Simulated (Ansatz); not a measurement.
# Ga9P9 wurtzite hole sphere (Ga₉P₉H₂₄): one molecule under many settings

How do the results and run time of Ga9P9 wurtzite hole sphere (Ga₉P₉H₂₄) respond when the settings are drawn wide?

Method: the settings change from run to run; program: Ansatz 0.2.0, Gaussian basis.

**1. The geometry**

An earlier r2SCAN-D4/def2-SVP relaxation fixed the geometry.

42 atoms, charge 0, spin multiplicity 1.

Atoms are counted from 1 here; the program's logs count them from 0.

Bond lengths: Ga1–P2 2.451 Å, Ga1–P3 2.398 Å, Ga1–H19 1.563 Å, Ga1–H20 1.563 Å, P2–Ga5 2.392 Å, P2–H21 1.420 Å, P2–H22 1.420 Å, P3–Ga4 2.370 Å, P3–Ga11 2.370 Å, P3–H23 1.423 Å, Ga4–P6 2.409 Å, Ga4–P7 2.370 Å, Ga4–H24 1.562 Å, Ga5–P6 2.374 Å, Ga5–P12 2.374 Å, Ga5–H25 1.560 Å, P6–Ga9 2.374 Å, P6–H26 1.422 Å and more. Angles: P2–Ga1–P3 96.5°, P2–Ga1–H19 105.5°, P2–Ga1–H20 105.5°, P3–Ga1–H19 110.3°, P3–Ga1–H20 110.3°, H19–Ga1–H20 124.7°, Ga1–P2–Ga5 122.6°, Ga1–P2–H21 110.6°, Ga1–P2–H22 110.6°, Ga5–P2–H21 106.0°, Ga5–P2–H22 106.1°, H21–P2–H22 98.2°, Ga1–P3–Ga4 112.5°, Ga1–P3–Ga11 112.5°, Ga1–P3–H23 105.8°, Ga4–P3–Ga11 115.9°, Ga4–P3–H23 104.4°, Ga11–P3–H23 104.4° and more.

**2. PBE/STO-3G**

This run has charge +1, multiplicity 2, the search for lower states set to full.

in.yaml

```yaml
crystal:
  periodic: [false, false, false]
  atoms:
    - {symbol: Ga, position_ang: [0.000506, -4.574192, -1.392260]}
    - {symbol: P, position_ang: [-0.003660, -4.342636, 1.047421]}
    - {symbol: P, position_ang: [-0.000703, -2.227543, -1.886853]}
    - {symbol: Ga, position_ang: [-2.009265, -1.160046, -1.221799]}
    - {symbol: Ga, position_ang: [-0.000890, -2.214461, 2.139945]}
    - {symbol: P, position_ang: [-1.839981, -1.060381, 1.179547]}
    - {symbol: P, position_ang: [-1.927411, 1.112487, -1.888883]}
    - {symbol: Ga, position_ang: [-3.960243, 2.285819, -1.397000]}
    - {symbol: Ga, position_ang: [-1.918452, 1.110306, 2.138026]}
    - {symbol: P, position_ang: [-3.759811, 2.174528, 1.042922]}
    - {symbol: Ga, position_ang: [2.008445, -1.161141, -1.222027]}
    - {symbol: P, position_ang: [1.839109, -1.062101, 1.179325]}
    - {symbol: P, position_ang: [1.928082, 1.111459, -1.889203]}
    - {symbol: Ga, position_ang: [0.000753, 2.319179, -1.223822]}
    - {symbol: Ga, position_ang: [1.919959, 1.108483, 2.137868]}
    - {symbol: P, position_ang: [0.001202, 2.124994, 1.177785]}
    - {symbol: Ga, position_ang: [3.960387, 2.285788, -1.397494]}
    - {symbol: P, position_ang: [3.762973, 2.169542, 1.042438]}
    - {symbol: H, position_ang: [-1.382720, -5.205793, -1.753833]}
    - {symbol: H, position_ang: [1.386563, -5.202442, -1.748938]}
    - {symbol: H, position_ang: [-1.080465, -5.073812, 1.616093]}
    - {symbol: H, position_ang: [1.066351, -5.080304, 1.620504]}
    - {symbol: H, position_ang: [-0.000836, -2.131262, -3.306532]}
    - {symbol: H, position_ang: [-3.310562, -1.910874, -1.649410]}
    - {symbol: H, position_ang: [-0.000761, -2.299127, 3.698111]}
    - {symbol: H, position_ang: [-2.990530, -1.723693, 1.688664]}
    - {symbol: H, position_ang: [-1.842642, 1.062931, -3.308430]}
    - {symbol: H, position_ang: [-5.197563, 1.400169, -1.754393]}
    - {symbol: H, position_ang: [-3.814537, 3.799348, -1.758912]}
    - {symbol: H, position_ang: [-1.992925, 1.154122, 3.696087]}
    - {symbol: H, position_ang: [-4.933420, 1.614865, 1.614672]}
    - {symbol: H, position_ang: [-3.857520, 3.472573, 1.611287]}
    - {symbol: H, position_ang: [3.309258, -1.912795, -1.649641]}
    - {symbol: H, position_ang: [2.989156, -1.726536, 1.688100]}
    - {symbol: H, position_ang: [1.843121, 1.061806, -3.308737]}
    - {symbol: H, position_ang: [0.001030, 3.821222, -1.652576]}
    - {symbol: H, position_ang: [1.994651, 1.152412, 3.695909]}
    - {symbol: H, position_ang: [0.001769, 3.453548, 1.685607]}
    - {symbol: H, position_ang: [5.198548, 1.402879, -1.758593]}
    - {symbol: H, position_ang: [3.811777, 3.799919, -1.755789]}
    - {symbol: H, position_ang: [4.935422, 1.604702, 1.611503]}
    - {symbol: H, position_ang: [3.865855, 3.466068, 1.613332]}
basis:
  gaussian: {orbitals: STO-3G}
total_charge: 1
magnetization: {spin_polarized: true, initial_magnetization: 1}
hamiltonian: {xc: {name: PBE}}
scf: {lower_state_search: full}
output: {forces: true}
```

Command:

```sh
> ansatz run in.yaml --threads 5 --pin off --events-out ev --progress --plain --max-ram 66560MiB --backend cuda --devices 0, --max-vram 37GiB
```

What it wrote:

```text
Functional definition: PBE
  name "PBE"
  cite "Perdew, Burke & Ernzerhof, Phys. Rev. Lett. 77, 3865 (1996) doi:10.1103/PhysRevLett.77.3865"
  parent pbe
  parameter kappa = 0.804
  parameter beta = 0.06672455060314922
  exchange = pbe_x(kappa = kappa, mu = beta*pi^2/3)
  correlation = pbe_c(beta = beta)
2880 factors; integrals over basis functions are off by at most 5.6e-5 eV
mean field evaluation 1: about -539016.8133 eV, gradient 6.2e2 eV
mean field evaluation 2: about -539015.2842 eV, gradient 6.2e2 eV
mean field evaluation 4: about -538870.8254 eV, gradient 5.8e2 eV
mean field evaluation 8: about -547191.3169 eV, gradient 1.8e2 eV
mean field evaluation 16: about -548650.0729 eV, gradient 9.5e1 eV
mean field evaluation 32: about -548800.5319 eV, gradient 1.9e-1 eV
mean field evaluation 64: about -548795.4679 eV, gradient 2.5e1 eV
mean field evaluation 96: about -548799.8248 eV, gradient 1.1e1 eV
mean field evaluation 128: about -548799.8544 eV, gradient 3.2e0 eV
mean field evaluation 160: about -548799.9375 eV, gradient 1.9e0 eV
mean field evaluation 192: about -548800.5787 eV, gradient 3.0e-6 eV
mean field evaluation 224: about -548800.5741 eV, gradient 8.2e-2 eV
mean field evaluation 256: about -548800.5668 eV, gradient 2.3e-1 eV
mean field evaluation 288: about -539886.3424 eV, gradient 5.9e2 eV
mean field evaluation 320: about -540205.8648 eV, gradient 7.6e2 eV
mean field -548800.57957307 eV, -20168.0493089168 hartree, gradient 2.5e-6 eV, S^2 0.764153; 10 other end points of the search recorded, 0 dependent functions left out
the calculation of the forces begins
reference -548800.57963086 eV, -20168.0493110406 hartree; 219, 218 occupied and 48, 49 virtual orbitals, 2880 factors
Total energy: -548800.57963086 eV, -20168.0493110406 hartree
Atom 0 at     0.000506    -4.574192    -1.392260 Å, force    -0.005232    -1.048592    -0.290757 eV/Å
Atom 1 at    -0.003660    -4.342636     1.047421 Å, force     0.003837     1.123334    -0.558848 eV/Å
Atom 2 at    -0.000703    -2.227543    -1.886853 Å, force    -0.002602    -0.217097     1.099009 eV/Å
Atom 3 at    -2.009265    -1.160046    -1.221799 Å, force    -1.160187    -0.672444    -0.387605 eV/Å
Atom 4 at    -0.000890    -2.214461     2.139945 Å, force     0.000439    -0.181726     1.324930 eV/Å
Atom 5 at    -1.839981    -1.060381     1.179547 Å, force     1.071857     0.618024    -0.171920 eV/Å
Atom 6 at    -1.927411     1.112487    -1.888883 Å, force    -0.187506     0.112786     1.097815 eV/Å
Atom 7 at    -3.960243     2.285819    -1.397000 Å, force    -0.905183     0.528936    -0.291476 eV/Å
Atom 8 at    -1.918452     1.110306     2.138026 Å, force    -0.157789     0.091644     1.324655 eV/Å
Atom 9 at    -3.759811     2.174528     1.042922 Å, force     0.970069    -0.564280    -0.557154 eV/Å
Atom 10 at     2.008445    -1.161141    -1.222027 Å, force     1.162052    -0.668638    -0.387787 eV/Å
Atom 11 at     1.839109    -1.062101     1.179325 Å, force    -1.070969     0.618269    -0.171908 eV/Å
Atom 12 at     1.928082     1.111459    -1.889203 Å, force     0.190411     0.106902     1.098205 eV/Å
Atom 13 at     0.000753     2.319179    -1.223822 Å, force    -0.002250     1.341258    -0.388185 eV/Å
Atom 14 at     1.919959     1.108483     2.137868 Å, force     0.157673     0.092229     1.324496 eV/Å
Atom 15 at     0.001202     2.124994     1.177785 Å, force    -0.000884    -1.237627    -0.171538 eV/Å
Atom 16 at     3.960387     2.285788    -1.397494 Å, force     0.910545     0.519281    -0.291668 eV/Å
Atom 17 at     3.762973     2.169542     1.042438 Å, force    -0.973338    -0.557964    -0.556838 eV/Å
Atom 18 at    -1.382720    -5.205793    -1.753833 Å, force     2.528226     1.271310     0.783774 eV/Å
Atom 19 at     1.386563    -5.202442    -1.748938 Å, force    -2.529555     1.261974     0.777473 eV/Å
Atom 20 at    -1.080465    -5.073812     1.616093 Å, force     0.135379     0.045108    -0.179961 eV/Å
Atom 21 at     1.066351    -5.080304     1.620504 Å, force    -0.134292     0.048070    -0.180174 eV/Å
Atom 22 at    -0.000836    -2.131262    -3.306532 Å, force     0.000651    -0.077556     0.255156 eV/Å
Atom 23 at    -3.310562    -1.910874    -1.649410 Å, force     2.543535     1.466281     0.884031 eV/Å
Atom 24 at    -0.000761    -2.299127     3.698111 Å, force     0.001840     0.162784    -3.222857 eV/Å
Atom 25 at    -2.990530    -1.723693     1.688664 Å, force     0.159738     0.091866    -0.134383 eV/Å
Atom 26 at    -1.842642     1.062931    -3.308430 Å, force    -0.068354     0.038497     0.255057 eV/Å
Atom 27 at    -5.197563     1.400169    -1.754393 Å, force     2.358148     1.558566     0.778749 eV/Å
Atom 28 at    -3.814537     3.799348    -1.758912 Å, force    -0.165162    -2.824721     0.784516 eV/Å
Atom 29 at    -1.992925     1.154122     3.696087 Å, force     0.142409    -0.086422    -3.222870 eV/Å
Atom 30 at    -4.933420     1.614865     1.614672 Å, force     0.108267     0.092873    -0.180083 eV/Å
Atom 31 at    -3.857520     3.472573     1.611287 Å, force    -0.027382    -0.139999    -0.179767 eV/Å
Atom 32 at     3.309258    -1.912795    -1.649641 Å, force    -2.541204     1.469812     0.883954 eV/Å
Atom 33 at     2.989156    -1.726536     1.688100 Å, force    -0.159600     0.092370    -0.133983 eV/Å
Atom 34 at     1.843121     1.061806    -3.308737 Å, force     0.067877     0.039611     0.255038 eV/Å
Atom 35 at     0.001030     3.821222    -1.652576 Å, force    -0.001741    -2.935399     0.886293 eV/Å
Atom 36 at     1.994651     1.152412     3.695909 Å, force    -0.145030    -0.082916    -3.222874 eV/Å
Atom 37 at     0.001769     3.453548     1.685607 Å, force    -0.000123    -0.184496    -0.134112 eV/Å
Atom 38 at     5.198548     1.402879    -1.758593 Å, force    -2.364414     1.555427     0.783093 eV/Å
Atom 39 at     3.811777     3.799919    -1.755789 Å, force     0.171189    -2.820815     0.780364 eV/Å
Atom 40 at     4.935422     1.604702     1.611503 Å, force    -0.107250     0.093986    -0.180099 eV/Å
Atom 41 at     3.865855     3.466068     1.613332 Å, force     0.025903    -0.140506    -0.179761 eV/Å
Dipole moment:    -0.000419     0.000043     0.830062 e Å
```

Wall time 3.2 min (1 × H100 (card shared with other runs) with 5 threads of AMD EPYC 7R13, shared host).

Largest force 3.227 eV/Å, ⟨S²⟩ 0.764.

**3. r2SCAN0/6-31G**

Set apart from the defaults: density fitting with def2-universal-jkfit, D4 dispersion, the search for lower states set to full.

Edit in.yaml of step 2 so:

```diff
@@ -46,6 +46,4 @@
 basis:
-  gaussian: {orbitals: STO-3G}
-total_charge: 1
-magnetization: {spin_polarized: true, initial_magnetization: 1}
-hamiltonian: {xc: {name: PBE}}
+  gaussian: {orbitals: 6-31G, fitting: {mean_field: def2-universal-jkfit}}
+hamiltonian: {xc: {name: r2SCAN0}, dispersion: d4}
 scf: {lower_state_search: full}
```

Launched as before.

What it wrote:

```text
Functional definition: r2SCAN0
  name "r2SCAN0"
  cite "Bursch, Neugebauer, Ehlert & Grimme, J. Chem. Phys. 156, 134105 (2022) doi:10.1063/5.0086040"
  cite "Furness, Kaplan, Ning, Perdew & Sun, J. Phys. Chem. Lett. 11, 8208 (2020) doi:10.1021/acs.jpclett.0c02405"
  cite "Furness, Kaplan, Ning, Perdew & Sun, J. Phys. Chem. Lett. 11, 9248 (2020) doi:10.1021/acs.jpclett.0c03077"
  parent r2scan
  parameter a = 0.25
  parameter k0 = 0.174
  parameter k1 = 0.065
  parameter a1 = 4.9479
  exchange = (1 - a)*r2scan_x(k0 = k0, k1 = k1, a1 = a1) + a*exact_x
  correlation = r2scan_c
3978 factors; integrals over basis functions are off by at most 7.5e-2 eV
mean field evaluation 1: about -555290.4588 eV, gradient 4.5e1 eV
mean field evaluation 2: about -555290.4529 eV, gradient 4.5e1 eV
mean field evaluation 4: about -555294.3279 eV, gradient 4.3e0 eV
mean field evaluation 8: about -555294.3994 eV, gradient 4.1e-1 eV
mean field evaluation 16: about -555294.3999 eV, gradient 2.3e-5 eV
mean field -555294.39987883 eV, -20406.6928034842 hartree, gradient 2.3e-5 eV, S^2 0.000000; 0 other end points of the search recorded, 0 dependent functions left out
the calculation of the forces begins
reference -555294.39991873 eV, -20406.6928049505 hartree; 219, 219 occupied and 207, 207 virtual orbitals, 3978 factors
Total energy: -555295.60333030 eV, -20406.7370295101 hartree
Atom 0 at     0.000506    -4.574192    -1.392260 Å, force     0.000567    -0.140999    -0.130721 eV/Å
Atom 1 at    -0.003660    -4.342636     1.047421 Å, force    -0.000288    -0.156013     0.135968 eV/Å
Atom 2 at    -0.000703    -2.227543    -1.886853 Å, force    -0.000180    -0.008533    -0.083826 eV/Å
Atom 3 at    -2.009265    -1.160046    -1.221799 Å, force    -0.116195    -0.066929     0.031480 eV/Å
Atom 4 at    -0.000890    -2.214461     2.139945 Å, force     0.000054     0.111250     0.126034 eV/Å
Atom 5 at    -1.839981    -1.060381     1.179547 Å, force    -0.043005    -0.024462     0.052052 eV/Å
Atom 6 at    -1.927411     1.112487    -1.888883 Å, force    -0.007710     0.004380    -0.084373 eV/Å
Atom 7 at    -3.960243     2.285819    -1.397000 Å, force    -0.122454     0.070242    -0.130467 eV/Å
Atom 8 at    -1.918452     1.110306     2.138026 Å, force     0.096746    -0.055568     0.125553 eV/Å
Atom 9 at    -3.759811     2.174528     1.042922 Å, force    -0.135484     0.078665     0.135710 eV/Å
Atom 10 at     2.008445    -1.161141    -1.222027 Å, force     0.116281    -0.067213     0.031368 eV/Å
Atom 11 at     1.839109    -1.062101     1.179325 Å, force     0.043110    -0.024921     0.052098 eV/Å
Atom 12 at     1.928082     1.111459    -1.889203 Å, force     0.007668     0.004177    -0.084279 eV/Å
Atom 13 at     0.000753     2.319179    -1.223822 Å, force    -0.000071     0.134273     0.031839 eV/Å
Atom 14 at     1.919959     1.108483     2.137868 Å, force    -0.096843    -0.055423     0.125364 eV/Å
Atom 15 at     0.001202     2.124994     1.177785 Å, force     0.000018     0.049107     0.051985 eV/Å
Atom 16 at     3.960387     2.285788    -1.397494 Å, force     0.121901     0.070744    -0.130572 eV/Å
Atom 17 at     3.762973     2.169542     1.042438 Å, force     0.135806     0.078132     0.135874 eV/Å
Atom 18 at    -1.382720    -5.205793    -1.753833 Å, force     0.078399     0.028752     0.017188 eV/Å
Atom 19 at     1.386563    -5.202442    -1.748938 Å, force    -0.078640     0.028521     0.017027 eV/Å
Atom 20 at    -1.080465    -5.073812     1.616093 Å, force    -0.111015    -0.039899     0.002580 eV/Å
Atom 21 at     1.066351    -5.080304     1.620504 Å, force     0.110737    -0.040218     0.002973 eV/Å
Atom 22 at    -0.000836    -2.131262    -3.306532 Å, force    -0.000020     0.008143    -0.112223 eV/Å
Atom 23 at    -3.310562    -1.910874    -1.649410 Å, force     0.074790     0.042998     0.021862 eV/Å
Atom 24 at    -0.000761    -2.299127     3.698111 Å, force     0.000117    -0.023506    -0.100334 eV/Å
Atom 25 at    -2.990530    -1.723693     1.688664 Å, force    -0.090535    -0.052350     0.020617 eV/Å
Atom 26 at    -1.842642     1.062931    -3.308430 Å, force     0.006956    -0.004198    -0.112322 eV/Å
Atom 27 at    -5.197563     1.400169    -1.754393 Å, force     0.064103     0.053770     0.017021 eV/Å
Atom 28 at    -3.814537     3.799348    -1.758912 Å, force    -0.014200    -0.082261     0.017126 eV/Å
Atom 29 at    -1.992925     1.154122     3.696087 Å, force    -0.020315     0.011550    -0.100352 eV/Å
Atom 30 at    -4.933420     1.614865     1.614672 Å, force    -0.090544    -0.076044     0.003108 eV/Å
Atom 31 at    -3.857520     3.472573     1.611287 Å, force     0.020991     0.116166     0.002623 eV/Å
Atom 32 at     3.309258    -1.912795    -1.649641 Å, force    -0.074635     0.043142     0.021748 eV/Å
Atom 33 at     2.989156    -1.726536     1.688100 Å, force     0.090573    -0.052340     0.020736 eV/Å
Atom 34 at     1.843121     1.061806    -3.308737 Å, force    -0.006938    -0.004198    -0.112220 eV/Å
Atom 35 at     0.001030     3.821222    -1.652576 Å, force    -0.000031    -0.086435     0.021726 eV/Å
Atom 36 at     1.994651     1.152412     3.695909 Å, force     0.020228     0.011653    -0.100335 eV/Å
Atom 37 at     0.001769     3.453548     1.685607 Å, force     0.000044     0.104600     0.020489 eV/Å
Atom 38 at     5.198548     1.402879    -1.758593 Å, force    -0.064142     0.053526     0.017239 eV/Å
Atom 39 at     3.811777     3.799919    -1.755789 Å, force     0.014538    -0.082267     0.016907 eV/Å
Atom 40 at     4.935422     1.604702     1.611503 Å, force     0.090233    -0.076265     0.002653 eV/Å
Atom 41 at     3.865855     3.466068     1.613332 Å, force    -0.020611     0.116249     0.003075 eV/Å
Dipole moment:    -0.000163     0.000317     0.859007 e Å
```

It took 21 s on 1 × H100 (card shared with other runs) with 5 threads of AMD EPYC 7R13, shared host; peak host memory 3.1 GiB.

Largest force 0.207 eV/Å, dipole 4.13 D.

**4. PBEsol/6-31G**

This run has density fitting with def2-universal-jkfit, the search for lower states set to off.

Edit in.yaml of step 3 so:

```diff
@@ -47,4 +47,3 @@
   gaussian: {orbitals: 6-31G, fitting: {mean_field: def2-universal-jkfit}}
-hamiltonian: {xc: {name: r2SCAN0}, dispersion: d4}
-scf: {lower_state_search: full}
-output: {forces: true}
+hamiltonian: {xc: {name: PBEsol}}
+scf: {lower_state_search: off}
```

Launched as before.

What it wrote:

```text
Functional definition: PBEsol
  name "PBEsol"
  cite "Perdew et al., Phys. Rev. Lett. 100, 136406 (2008) doi:10.1103/PhysRevLett.100.136406"
  cite "Perdew, Burke & Ernzerhof, Phys. Rev. Lett. 77, 3865 (1996) doi:10.1103/PhysRevLett.77.3865"
  parent pbesol
  exchange = pbesol_x
  correlation = pbesol_c
these checks for a lower state are left out or cut short: stability, starts, cluster_reference, orbital_swaps, neighbouring_geometries, increment
3978 factors; integrals over basis functions are off by at most 7.5e-2 eV
mean field evaluation 1: about -554690.5759 eV, gradient 7.7e1 eV
mean field evaluation 2: about -554683.6154 eV, gradient 1.0e2 eV
mean field evaluation 4: about -554699.7680 eV, gradient 6.3e0 eV
mean field evaluation 8: about -554699.8866 eV, gradient 2.4e-1 eV
mean field evaluation 16: about -554699.8867 eV, gradient 2.2e-5 eV
mean field -554699.88674316 eV, -20384.8448487236 hartree, gradient 6.2e-6 eV, S^2 0.000000; 0 other end points of the search recorded, 0 dependent functions left out
reference -554699.88688692 eV, -20384.8448540068 hartree; 219, 219 occupied and 207, 207 virtual orbitals, 3978 factors
Total energy: -554699.88688692 eV, -20384.8448540068 hartree
Checks for a lower state left out: stability, starts, cluster_reference, orbital_swaps, neighbouring_geometries, increment
```

Wall time 14 s (1 × H100 (card shared with other runs) with 5 threads of AMD EPYC 7R13, shared host).

**5. The runs in one table**

```
        level  charge  multiplicity  geometry  functions  energy (eV)     time
   PBE/STO-3G       1             2   relaxed        267  -548800.580  3.2 min
r2SCAN0/6-31G       0             1   relaxed        426  -555295.603     21 s
 PBEsol/6-31G       0             1   relaxed        426  -554699.887     14 s
```

**6. Summary of results**

| quantity | value |
| --- | --- |
| runs | 3 |
| quickest | PBEsol/6-31G, 14 s |
| slowest | PBE/STO-3G, 3.2 min |
| spread of total energies, same state and geometry | 595.7 eV |

PBE/STO-3G took 14 times as long as PBEsol/6-31G. The jobs differ in tasks and options as well as level. The totals spread over 596 eV; they can't be compared across methods or bases. At the r2SCAN-D4/def2-SVP geometry and in the same state, runs without warnings or point charges leave forces up to 0.21 eV/Å (r2SCAN0/6-31G).
